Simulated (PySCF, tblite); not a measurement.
**C₆H₇FN₂Si: geometry, infrared bands and NMR shifts**

What infrared bands and NMR shifts should C₆H₇FN₂Si (`C=N[SiH2]c1cc(F)ccn1`) show?

Computed with tblite 0.8.0 and PySCF 2.14.0, with density-fitted response routines of our own, on a single molecule in the gas phase. Atoms are numbered from 0 throughout.

### 1 Starting geometry

17 atoms, charge 0, multiplicity 1; geometry from: force field or distance geometry start.

Bonds of the start (Å): C0–N1 1.28, N1–Si2 1.77, Si2–C3 1.84, C3–C4 1.39, C4–C5 1.39, C5–F6 1.35, C5–C7 1.38, C7–C8 1.37, C8–N9 1.34, N9–C3 1.36, C0–H10 1.08, C0–H11 1.08, Si2–H12 1.47, Si2–H13 1.47, C4–H14 1.08, C7–H15 1.11, C8–H16 1.09.

### 2 Relaxing the molecule with GFN2-xTB

The job: settings as JSON, then the geometry in Å.

```
{"job": {"kind": "relax", "xc": "GFN2-xTB", "basis": "xTB"}, "charge": 0, "multiplicity": 1}
C      3.119800     0.005200     1.127600
N      2.566600    -0.672100     0.196800
Si     1.601800     0.110600    -1.070300
C     -0.164900     0.129600    -0.571900
C     -0.642400    -0.957100     0.150900
C     -1.982200    -0.967700     0.538200
F     -2.474400    -2.017600     1.237500
C     -2.738900     0.130500     0.194700
C     -2.249600     1.198700    -0.518600
N     -0.957200     1.185800    -0.888500
H      3.698500    -0.472500     1.898500
H      2.961500     1.073100     1.122600
H      2.144000     1.470100    -1.209200
H      1.766800    -0.649600    -2.314400
H      0.011800    -1.787100     0.395700
H     -3.810300     0.170500     0.490900
H     -2.857800     2.061800    -0.790400
```

Launch:

```console
$ OMP_NUM_THREADS=1 python probes_run.py task.json out
```

This one command runs all jobs of the session in turn.

**Question.** This job is followed by: GFN2-xTB harmonic vibrations, gas phase; GIAO PBE0/pcSseg-1 NMR shielding, non-relativistic, gas phase. What will the session give for the following? strongest single infrared mode (GFN2-xTB); zero-point energy (GFN2-xTB); 13C shifts against TMS (PBE0/pcSseg-1); 1H shifts against TMS (PBE0/pcSseg-1, means over atoms taken as alike); 15N shifts against NH3 (PBE0/pcSseg-1); 29Si shifts against TMS (PBE0/pcSseg-1); 19F shifts against CFCl3 (PBE0/pcSseg-1).

**Answer**, as computed:

| quantity | value |
| --- | --- |
| strongest single infrared mode (GFN2-xTB) | 2248 cm⁻¹, 371 km/mol |
| zero-point energy (GFN2-xTB) | 71.2 kcal/mol |
| 13C shifts against TMS (PBE0/pcSseg-1) | 178.8, 173.1, 172.0, 156.5, 125.3, 116.8 ppm |
| 1H shifts against TMS (PBE0/pcSseg-1, means over atoms taken as alike) | 8.96, 8.84, 8.78, 7.99, 7.12, 5.67 ppm |
| 15N shifts against NH3 (PBE0/pcSseg-1) | 421.3, 367.7 ppm |
| 29Si shifts against TMS (PBE0/pcSseg-1) | -39.2 ppm |
| 19F shifts against CFCl3 (PBE0/pcSseg-1) | -105.9 ppm |

**Reading.** Over 83 steps the energy fell by 0.481 eV; of the close pairs, Si2–C3 changed most, 1.836 to 1.896 Å. No mode is imaginary among the 45: a minimum at this level. The strongest single mode, at 2248 cm⁻¹, moves mainly H13. GFN2-xTB is a fitted tight-binding method: band positions and strengths are rough. Its intensities can rank the bands wrongly. At PBE0/pcSseg-1: The largest span, 846 ppm, is at N1, where the paramagnetic term is -487 ppm. NICS(1)zz of -28 ppm above the planar ring from C3 marks a diatropic (aromatic) ring current.
